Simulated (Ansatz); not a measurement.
# Si5Mo3: the cost of one run

Method: DFT PBE, scalar-relativistic, plane waves, PAW, in Ansatz 0.2.0.

### Step 1. The structure to begin with

The cell holds 24 atoms (Mo9Si15): a = 7.460 Å, b = 6.805 Å, c = 7.543 Å, α = 88.30°, β = 87.28°, γ = 88.68°.

15 Si, 9 Mo were thrown into a skewed cell at random, at 1.00 times a reference volume of the solid, and pushed apart as soft spheres.

Structure file:

```xyz
24
Lattice="7.4574 0.0810 0.1775 0.0810 6.8035 0.1054 0.1775 0.1054 7.5398" Properties=species:S:1:pos:R:3 pbc="T T T"
Si    7.3233    0.7322    5.7967
Si    3.9896    0.4438    2.3171
Si    5.1691    4.5393    3.8642
Si    2.8737    0.9027    4.6338
Si    3.4319    5.2132    5.5608
Si    0.8799    2.2569    7.2685
Si    2.3637    0.6063    7.2676
Si    5.3577    6.3216    5.2899
Si    2.7630    5.5261    1.1064
Si    2.7702    5.8334    3.5346
Si    3.5267    2.6046    6.1854
Si    4.8703    5.2856    1.7613
Si    1.9517    4.0303    2.5318
Si    4.5000    6.5733    7.3217
Si    3.4163    3.1549    3.9862
Mo    5.7106    1.7606    3.8420
Mo    6.4450    0.4224    0.9375
Mo    5.8002    3.9594    6.4051
Mo    1.0347    5.2255    6.8504
Mo    3.9428    2.8606    1.2331
Mo    6.9654    3.6646    1.7881
Mo    1.4896    1.3185    2.2443
Mo    0.8767    3.0122    4.7290
Mo    7.5370    5.8674    3.8475
```

### Step 2. Dynamics at 3100 K

The cutoff is lowered while the worst contacts of the packing are taken out. One k point, a Fermi-Dirac width of 0.267 eV and a fixed cell.

Input file input.yaml:

```yaml
crystal:
  lattice:
    - [7.457409, 0.080983, 0.177548]
    - [0.080983, 6.803493, 0.105396]
    - [0.177548, 0.105396, 7.539823]
  atoms:
    - { symbol: Si, position: [0.9633646104, 0.0846198889, 0.7449482921] }
    - { symbol: Si, position: [0.5273943086, 0.0543905977, 0.2941357942] }
    - { symbol: Si, position: [0.6744693393, 0.6516149999, 0.4875198312] }
    - { symbol: Si, position: [0.369671226, 0.1189280732, 0.6042028326] }
    - { symbol: Si, position: [0.4349905957, 0.7499667631, 0.7167908057] }
    - { symbol: Si, position: [0.0917722575, 0.3158011237, 0.9574433088] }
    - { symbol: Si, position: [0.2934299649, 0.0708100705, 0.9559924472] }
    - { symbol: Si, position: [0.6925462776, 0.9105011526, 0.67255408] }
    - { symbol: Si, position: [0.3587315405, 0.8060035398, 0.1270204611] }
    - { symbol: Si, position: [0.3515982633, 0.8462737001, 0.4486821177] }
    - { symbol: Si, position: [0.4497906414, 0.3650192141, 0.8046748797] }
    - { symbol: Si, position: [0.6398171447, 0.7660647313, 0.2078293699] }
    - { symbol: Si, position: [0.2477033094, 0.5844491641, 0.3217879819] }
    - { symbol: Si, position: [0.5706790026, 0.9447487181, 0.9444277115] }
    - { symbol: Si, position: [0.4410311554, 0.4505345539, 0.5120044214] }
    - { symbol: Mo, position: [0.7515056008, 0.2422719481, 0.4884769039] }
    - { symbol: Mo, position: [0.8612372947, 0.0502284898, 0.1033555256] }
    - { symbol: Mo, position: [0.7520774631, 0.560244715, 0.8239591371] }
    - { symbol: Mo, position: [0.1092578765, 0.7528949048, 0.8954602702] }
    - { symbol: Mo, position: [0.5207714438, 0.4120021695, 0.1455178947] }
    - { symbol: Mo, position: [0.9233803722, 0.5244153761, 0.2080752812] }
    - { symbol: Mo, position: [0.1907927423, 0.1870209478, 0.2905510941] }
    - { symbol: Mo, position: [0.0981421821, 0.4319938645, 0.6188565989] }
    - { symbol: Mo, position: [0.990204069, 0.8432648524, 0.4751894859] }
  symmetry: { detect: false }
basis:
  ecutwfc: 320
kpoints:
  mp_grid: { grid: [1, 1, 1], shift: [0.25, 0.25, 0.25] }
hamiltonian:
  xc: pbe
scf:
  occupations: { method: fermi_dirac, width: 0.2671 }
  lower_state_search: "off"
  convergence: { dr2_threshold: 1.0e-06 }
output:
  forces: true
  stress: true
md:
  timestep: 3.0
  n_steps: 24
  ensemble: nvt_langevin
  friction: 0.03
  temperature: 3100.0
  initial_velocities: maxwell_boltzmann
  seed: 26993
```

Command:

```bash
> ansatz run input.yaml --threads 2 --pin off --max-ram 5120MiB --backend cpu --events-out ev --progress --plain --runs-dir out
```

What time and memory should one allow on 2 threads of AMD EPYC 7R43 (Zen 3), shared host?

About 60 s, with a peak of 0.55 GiB.
